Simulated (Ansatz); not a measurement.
# CH₂B₂F₂: one species, many methods

The task here is to estimate one member of a computed series from the others.

The runs use Ansatz 0.2.0, Gaussian basis; functionals in def2-TZVPP, the program's frozen cores in correlated methods.

Plan: LDA (SPW92), PBE-D4, revPBE-D4, BLYP-D4, r2SCAN-D4, B97M-V, PBE0-D4, B3LYP-D4, r2SCANh-D4, r2SCAN0-D4, HSE06-D4, BHLYP-D4, CAM-B3LYP-D4, LC-ωPBE, ωB97X-V, ωB97M-V, B2PLYP, PBE-QIDH; CCSD(T)/def2-SVP; CCSD(T)/def2-TZVPP; MP2/def2-QZVPP; extrapolation to the limit; RPA on PBE.

**Structure used throughout**

An earlier PBE0-D4 in a triple-zeta def2 set relaxation fixed the geometry.

7 atoms, charge 0, spin multiplicity 1.

Atoms are counted from 1 here; the program's logs count them from 0.

Bond lengths: F1–B2 1.306 Å, B2–C3 1.611 Å, B2–B4 1.587 Å, C3–B4 1.510 Å, C3–H6 1.088 Å, C3–H7 1.114 Å, B4–F5 1.317 Å. Angles: F1–B2–C3 132.8°, F1–B2–B4 169.6°, C3–B2–B4 56.3°, B2–C3–B4 61.0°, B2–C3–H6 147.8°, B2–C3–H7 78.4°, B4–C3–H6 133.3°, B4–C3–H7 113.8°, H6–C3–H7 109.3°, B2–B4–C3 62.6°, B2–B4–F5 150.8°, C3–B4–F5 134.7°.

Set-up of the first run:

Input file in.yaml:

```yaml
crystal:
  periodic: [false, false, false]
  atoms:
    - {symbol: F, position_ang: [-0.633257, -2.094803, 0.364828]}
    - {symbol: B, position_ang: [-0.497111, -0.861174, -0.041446]}
    - {symbol: C, position_ang: [0.520961, 0.319860, 0.364587]}
    - {symbol: B, position_ang: [-0.433624, 0.540027, -0.784470]}
    - {symbol: F, position_ang: [-1.029117, 1.592907, -1.304274]}
    - {symbol: H, position_ang: [0.913732, 0.969475, 1.144429]}
    - {symbol: H, position_ang: [1.219518, -0.534292, 0.210646]}
basis:
  gaussian: {orbitals: def2-TZVPP}
hamiltonian: {xc: lda}
output: {orbitals: {seedname: orbitals}}
```

Run with:

```bash
$ ansatz run in.yaml --threads 2 --pin off --events-out ev --progress --plain --max-ram 4352MiB
```

Steps of the session up to this table: LDA; PBE-D4 (GGA); revPBE-D4 (GGA); BLYP-D4 (GGA); r2SCAN-D4 (meta-GGA); B97M-V (meta-GGA); B3LYP-D4 (hybrid); r2SCANh-D4 (hybrid); r2SCAN0-D4 (hybrid); HSE06-D4 (hybrid); BHLYP-D4 (hybrid); CAM-B3LYP-D4 (range-separated); LC-ωPBE (range-separated); ωB97X-V (range-separated); ωB97M-V (range-separated); B2PLYP (double hybrid); PBE-QIDH (double hybrid).

One of the session's tables, all rows but one given; the rest of the session is left out.

It belongs to the step «Frontier levels by functional». 

| functional | HOMO (eV) | LUMO (eV) | gap (eV) |
| --- | --- | --- | --- |
| LDA (SPW92) | ? | ? | ? |
| PBE-D4 | -6.01 | -2.59 | 3.42 |
| revPBE-D4 | -5.95 | -2.49 | 3.46 |
| BLYP-D4 | -5.93 | -2.43 | 3.50 |
| r2SCAN-D4 | -6.25 | -2.33 | 3.92 |
| B97M-V | -6.30 | -2.29 | 4.01 |
| PBE0-D4 | -7.33 | -1.62 | 5.71 |
| B3LYP-D4 | -7.14 | -1.82 | 5.32 |
| r2SCANh-D4 | -6.74 | -1.98 | 4.76 |
| r2SCAN0-D4 | -7.48 | -1.46 | 6.02 |
| HSE06-D4 | -6.92 | -2.00 | 4.92 |
| BHLYP-D4 | -8.58 | -0.53 | 8.04 |
| CAM-B3LYP-D4 | -8.75 | -0.44 | 8.31 |
| LC-ωPBE | -10.05 | 0.76 | 10.81 |
| ωB97X-V | -9.70 | 0.68 | 10.38 |
| ωB97M-V | -9.55 | 0.52 | 10.07 |

Estimate the missing values for LDA (SPW92).

As computed: HOMO (eV): -6.14; LUMO (eV): -2.84; gap (eV): 3.30. In the column «HOMO (eV)» it lies between r2SCAN-D4 (-6.25) and PBE-D4 (-6.01).
